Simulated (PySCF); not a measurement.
**A diatomic session: NdO**

An exercise on one series of results from a longer session: the logs are not shown, and one member is left open.

Program: PySCF 2.14.0. Level of theory: Nd x2c-SVPall, O x2c-SVPall, spin-free X2C with a Gaussian nucleus. These are calculated values, not measurements.

Set-up of the first run:

A driver script around PySCF takes these settings:

| Quantity | Value |
| --- | --- |
| atoms | Nd, O |
| charge | 0 |
| basis | Nd x2c-SVPall, O x2c-SVPall |
| Hamiltonian | spin-free X2C with a Gaussian nucleus |
| basis functions | 99 |
| electrons treated | 68 |
| masses in u | 141.9077, 15.9949 |
| levels | PBE0, PBE, r²SCAN, B2PLYP, revPBE, CAM-B3LYP, HF, MP2, SCS-MP2 |
| grid | 80 radial by 434 angular points |
| occupations | held fixed by the projection of orbital angular momentum |
| dissociation limit | Nd + O, each in its ground configuration |
| starting distance in angstrom | 1.983 |
| values of 2S to try | 2, 4, 6 |

On the command line:

```
OMP_NUM_THREADS=2 python dia.py task.json out
```

Steps of the session up to this table: The job; The PBE0 curve of the state that the search chose; Other states along the same grid; PBE (GGA); r²SCAN (meta-GGA); B2PLYP; revPBE; CAM-B3LYP (range-separated hybrid); UHF.

One table of the session follows, with a row left open; its other results are not shown here.

Energy (eV) from each level's lowest point:

| R (Å) | UHF | UHF-MP2 | UHF-SCS-MP2 | PBE | revPBE |
| --- | --- | --- | --- | --- | --- |
| 1.533 | 2.070 | 2.103 | 2.146 | 1.816 | 1.876 |
| 1.605 | 0.994 | 1.013 | 1.042 | 0.844 | 0.885 |
| 1.676 | ? | ? | ? | ? | ? |
| 1.730 | 0.101 | 0.107 | 0.114 | 0.080 | 0.092 |
| 1.783 | 0.000 | 0.000 | 0.000 | 0.000 | 0.000 |
| 1.837 | 0.024 | 0.016 | 0.011 | 0.028 | 0.016 |
| 1.908 | 0.210 | 0.185 | 0.179 | 0.191 | 0.165 |
| 1.997 | 0.624 | 0.577 | 0.584 | 0.535 | 0.491 |
| 2.104 | 1.279 | 1.329 | 1.407 | 1.059 | 0.996 |
| 2.247 | 2.151 | 3.101 | 3.297 | 1.545 | 1.447 |

Q: Estimate the row for R (Å) = 1.676 from the others.

Worked estimate for «UHF». A straight line through the neighbours (1.605, 0.994) and (1.730, 0.101) gives 0.994 + (0.101 − 0.994) × (1.676 − 1.605) / (1.730 − 1.605) = 0.487; a parabola fitted to 4 rows on both sides gives 0.345.

As computed: UHF: 0.356; UHF-MP2: 0.366; UHF-SCS-MP2: 0.382; PBE: 0.297; revPBE: 0.321. In «UHF» the line misses by +0.131 and the parabola by -0.011.

To keep in mind: At some levels the lowest empty orbital lies below the highest filled one (the two can be of opposite spin).
